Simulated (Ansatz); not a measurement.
# CH₁₀N₂Si₂: up Jacob's ladder to CCSD(T)

Aim: compute CH₁₀N₂Si₂ with functionals from several rungs and with coupled cluster, and see how far each lands from CCSD(T) at the basis-set limit for the atomisation energy.

The runs use Ansatz 0.2.0, Gaussian basis; functionals in def2-TZVPP, the program's frozen cores in correlated methods.

Levels to be run: PBE-D4, r2SCAN-D4, PBE0-D4, B3LYP-D4, ωB97X-V, ωB97M-V, B2PLYP; CCSD(T)/def2-TZVPP; MP2/def2-QZVPP; extrapolation to the limit.

### Step 1. Structure used throughout

The geometry comes from an earlier relaxation with PBE0-D4 in a triple-zeta def2 set; it is a stationary point, not always the lowest conformer.

SMILES `C[SiH](N)[SiH2]N`, 15 atoms, charge 0, spin multiplicity 1.

Atoms are counted from 1 here; the program's logs count them from 0.

Bond lengths: C1–Si2 1.870 Å, C1–H6 1.093 Å, C1–H7 1.092 Å, C1–H8 1.093 Å, Si2–N3 1.734 Å, Si2–Si4 2.353 Å, Si2–H9 1.495 Å, N3–H10 1.009 Å, N3–H11 1.010 Å, Si4–N5 1.733 Å, Si4–H12 1.502 Å, Si4–H13 1.493 Å, N5–H14 1.008 Å, N5–H15 1.008 Å. Angles: Si2–C1–H6 111.0°, Si2–C1–H7 110.5°, Si2–C1–H8 110.8°, H6–C1–H7 108.2°, H6–C1–H8 107.6°, H7–C1–H8 108.6°, C1–Si2–N3 108.9°, C1–Si2–Si4 110.1°, C1–Si2–H9 110.5°, N3–Si2–Si4 114.3°, N3–Si2–H9 105.7°, Si4–Si2–H9 107.4°, Si2–N3–H10 117.2°, Si2–N3–H11 117.6°, H10–N3–H11 109.2°, Si2–Si4–N5 108.3°, Si2–Si4–H12 110.8°, Si2–Si4–H13 110.8° and more.

### Step 2. PBE-D4 (GGA)

The input, in.yaml:

```yaml
crystal:
  periodic: [false, false, false]
  atoms:
    - {symbol: C, position_ang: [-1.389562, 0.752981, 1.658227]}
    - {symbol: Si, position_ang: [-0.023275, 0.736400, 0.381966]}
    - {symbol: N, position_ang: [1.506328, 0.796113, 1.196824]}
    - {symbol: Si, position_ang: [-0.281286, -1.108061, -1.055391]}
    - {symbol: N, position_ang: [0.908105, -0.989561, -2.310285]}
    - {symbol: H, position_ang: [-1.342136, -0.135086, 2.294321]}
    - {symbol: H, position_ang: [-1.305935, 1.634918, 2.297290]}
    - {symbol: H, position_ang: [-2.370371, 0.763240, 1.176588]}
    - {symbol: H, position_ang: [-0.080152, 1.969870, -0.460870]}
    - {symbol: H, position_ang: [2.321551, 0.989338, 0.634186]}
    - {symbol: H, position_ang: [1.720010, 0.052308, 1.845128]}
    - {symbol: H, position_ang: [-1.699097, -1.214136, -1.539211]}
    - {symbol: H, position_ang: [-0.010199, -2.386583, -0.333201]}
    - {symbol: H, position_ang: [0.962320, -0.132728, -2.838816]}
    - {symbol: H, position_ang: [1.061799, -1.779916, -2.917356]}
basis:
  gaussian: {orbitals: def2-TZVPP}
hamiltonian: {xc: pbe, dispersion: d4}
output: {forces: true, orbitals: {seedname: orbitals}}
```

Started as:

```bash
> ansatz run in.yaml --threads 2 --pin off --events-out ev --progress --plain --max-ram 32768MiB --backend cuda --devices 0, --max-vram 18GiB
```

After this run come: r2SCAN-D4 (meta-GGA); PBE0-D4 (hybrid); B3LYP-D4 (hybrid); ωB97X-V (range-separated); ωB97M-V (range-separated); B2PLYP (double hybrid); CCSD(T) in def2-TZVPP; MP2 in def2-QZVPP.

Before running them: what should the planned runs give, taken together? Wanted: atomisation energy, CCSD(T)/CBS; farthest; mean size of error, hybrid; mean size of error, range-separated; gap, smallest and largest; T1 diagnostic; triples share of the correlation energy.

The runs gave:

```
                               quantity                                 value
        atomisation energy, CCSD(T)/CBS                       1226.5 kcal/mol
functionals within 6.1 kcal/mol (0.5 %)          r2SCAN-D4, B3LYP-D4, ωB97M-V
                               farthest               B2PLYP (-15.7 kcal/mol)
             mean size of error, hybrid                          4.9 kcal/mol
    mean size of error, range-separated                          4.8 kcal/mol
              gap, smallest and largest  4.60 eV (PBE-D4), 10.86 eV (ωB97X-V)
                          T1 diagnostic                                0.0107
triples share of the correlation energy                                 3.6 %
```

In words: PBE-D4 is off by +7.7 kcal/mol. Double hybrids carry the basis error of their MP2 part in triple zeta, and no dispersion term here, so their miss is partly the set-up's. Misses under about 6.1 kcal/mol are within the doubt on the reference itself, which lacks core-valence correlation, relativity and higher excitations. Hartree-Fock recovers 72 % of the binding; the rest is correlation. The gap grows from 4.6 to 10.9 eV across the functionals, mostly with the share of exact exchange.
